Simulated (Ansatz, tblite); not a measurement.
**WNCl3: a ladder of methods and basis sets**

The task here is to estimate one member of a computed series from the others.

Program: Ansatz 0.2.0, Gaussian basis. Level of theory: as each input shows. These are calculated values, not measurements.

The runs, in order: GFN1-xTB, GFN2-xTB, PBE-D4/def2-TZVP, r2SCAN-D4/def2-TZVP, r2SCANh-D4/def2-TZVP, CAM-B3LYP-D4/def2-TZVP, LC-ωPBE/def2-TZVP, BLYP-D4/def2-TZVP, B3LYP-D4/def2-TZVP, r2SCAN0-D4/def2-TZVP, PBE-QIDH/def2-TZVP, PBE-D4/def2-SVP, PBE0-D4/def2-SVP, PBE0-D4/def2-TZVPD, PBE-D4/def2-TZVPD, r2SCAN-D4/def2-TZVPD, CCSD(T)/def2-TZVP, RPA/def2-TZVP.

## The structure

The singlet was relaxed beforehand with PBE0-D4/def2-SVP.

5 atoms, charge 0, spin multiplicity 1.

Bond lengths: W1–N2 1.652 Å, W1–Cl3 2.265 Å, W1–Cl4 2.265 Å, W1–Cl5 2.265 Å. Angles: N2–W1–Cl3 104.4°, N2–W1–Cl4 104.4°, N2–W1–Cl5 104.4°, Cl3–W1–Cl4 114.0°, Cl3–W1–Cl5 114.1°, Cl4–W1–Cl5 114.0°.

Formally the metal is d0. W takes a core potential in the def2 sets. No spin-orbit coupling is included.

PBE0-D4/def2-TZVP was run before; its log isn't repeated, and its numbers join the tables.

The first run:

Tight binding, by tblite at 300 K electronic temperature and without a spin-polarisation term:

```python
tblite.interface.Calculator('GFN1-xTB', numbers, positions, charge=0, uhf=0).singlepoint()
```

Tight binding, by tblite at 300 K electronic temperature and without a spin-polarisation term:

```python
tblite.interface.Calculator('GFN2-xTB', numbers, positions, charge=0, uhf=0).singlepoint()
```

start.molden holds the orbitals of an earlier run on this state, given as this run's starting guess.

File in.yaml:

```yaml
crystal:
  periodic: [false, false, false]
  atoms:
    - {symbol: W, position_ang: [0.000085, -0.000066, 0.007163]}
    - {symbol: N, position_ang: [0.007443, -0.013627, 1.658805]}
    - {symbol: Cl, position_ang: [2.191368, 0.009142, -0.565151]}
    - {symbol: Cl, position_ang: [-1.103235, 1.902164, -0.534839]}
    - {symbol: Cl, position_ang: [-1.095660, -1.897603, -0.565978]}
basis:
  gaussian: {orbitals: def2-TZVP, initial_orbitals: start.molden}
hamiltonian: {xc: pbe, dispersion: d4}
scf: {omitted_lower_state_checks: [starts]}
output: {orbitals: {seedname: orbitals}}
```

Started as:

```bash
$ ansatz run in.yaml --threads 4 --pin off --events-out ev --progress --plain --max-ram 3916MiB
```

Among the steps run: PBE-D4/def2-TZVP; r2SCAN-D4/def2-TZVP; r2SCANh-D4/def2-TZVP; CAM-B3LYP-D4/def2-TZVP; LC-ωPBE/def2-TZVP; BLYP-D4/def2-TZVP; B3LYP-D4/def2-TZVP; r2SCAN0-D4/def2-TZVP; PBE-QIDH/def2-TZVP; PBE-D4/def2-SVP; PBE0-D4/def2-SVP; PBE0-D4/def2-TZVPD; PBE-D4/def2-TZVPD; r2SCAN-D4/def2-TZVPD; CCSD(T)/def2-TZVP; RPA/def2-TZVP.

One table of the session follows, with a row left open; its other results are not shown here.

It belongs to the step «Binding energy». 

| level | binding an atom (eV) |
| --- | --- |
| HF/def2-TZVP | 2.109 |
| BLYP-D4/def2-TZVP | 4.092 |
| B3LYP-D4/def2-TZVP | 3.918 |
| CAM-B3LYP-D4/def2-TZVP | ? |
| MP2/def2-TZVP | 4.323 |
| CCSD/def2-TZVP | 3.625 |
| CCSD(T)/def2-TZVP | 3.848 |

Q: Estimate the row for CAM-B3LYP-D4/def2-TZVP from the others.

**Answer.** binding an atom (eV): 3.860. In the column «binding an atom (eV)» it lies between CCSD(T)/def2-TZVP (3.848) and B3LYP-D4/def2-TZVP (3.918).

Limits of these values: Free atoms were run apart at each level; binding is atoms less cluster, divided by the number of atoms, without zero-point or spin-orbit terms.
